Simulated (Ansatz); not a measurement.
# CH5BOZn: basis-set convergence

Aim: see how fast density functionals converge with the basis set for CH5BOZn.

The runs use Ansatz 0.2.0, Gaussian basis; one geometry, several basis sets.

Levels to be run: PBE0-D4/def2-SVP; ωB97M-V/def2-SVP; PBE0-D4/def2-QZVPP; ωB97M-V/def2-QZVPP; the functionals' def2-TZVPP values are taken from earlier runs.

### 1 Structure used throughout

All runs share one geometry, relaxed beforehand with PBE0-D4 in a triple-zeta def2 set.

9 atoms, charge 0, spin multiplicity 1.

Atoms are counted from 1 here; the program's logs count them from 0.

Bond lengths: B1–C2 1.562 Å, B1–H5 1.210 Å, B1–H6 1.284 Å, B1–H7 1.210 Å, C2–O3 1.250 Å, C2–H8 1.105 Å, O3–Zn4 1.989 Å, Zn4–H6 1.786 Å, Zn4–H9 1.535 Å. Angles: C2–B1–H5 111.0°, C2–B1–H6 109.2°, C2–B1–H7 111.0°, H5–B1–H6 106.9°, H5–B1–H7 111.7°, H6–B1–H7 106.9°, B1–C2–O3 123.0°, B1–C2–H8 122.4°, O3–C2–H8 114.7°, C2–O3–Zn4 102.6°, O3–Zn4–H6 89.8°, O3–Zn4–H9 142.0°, H6–Zn4–H9 128.2°, B1–H6–Zn4 115.5°.

### 2 PBE0-D4 in def2-SVP

in.yaml

```yaml
crystal:
  periodic: [false, false, false]
  atoms:
    - {symbol: B, position_ang: [-0.053861, 0.312300, -0.966663]}
    - {symbol: C, position_ang: [0.938240, -0.645132, -0.232605]}
    - {symbol: O, position_ang: [0.847805, -0.915695, 0.984542]}
    - {symbol: Zn, position_ang: [-0.744435, 0.136131, 1.544488]}
    - {symbol: H, position_ang: [0.521533, 1.283422, -1.401706]}
    - {symbol: H, position_ang: [-0.925128, 0.740570, -0.126669]}
    - {symbol: H, position_ang: [-0.660170, -0.273544, -1.834238]}
    - {symbol: H, position_ang: [1.778516, -1.138037, -0.753178]}
    - {symbol: H, position_ang: [-1.614100, 0.453685, 2.768928]}
basis:
  gaussian: {orbitals: def2-SVP}
hamiltonian: {xc: pbe0, dispersion: d4}
output: {orbitals: {seedname: orbitals}}
```

After this run come: ωB97M-V in def2-SVP; PBE0-D4 in def2-QZVPP; ωB97M-V in def2-QZVPP.

**Question.** What will the summary of the whole plan be? Wanted: PBE0-D4: double and triple zeta above quadruple; ωB97M-V: double and triple zeta above quadruple.

**Answer**, as computed:

| quantity | value |
| --- | --- |
| PBE0-D4: double and triple zeta above quadruple | 12.72, 1.42 eV |
| ωB97M-V: double and triple zeta above quadruple | 12.87, 1.37 eV |

**Reading.** For PBE0-D4 the step from double to triple zeta gains 11.31 eV and the next only 1.42 eV. These are total energies; as a rule much of such shifts cancels in differences, which this series doesn't test. The LUMO of ωB97M-V is positive and keeps falling with the basis (0.83 to 0.25 eV): an unbound level that the basis holds in place.
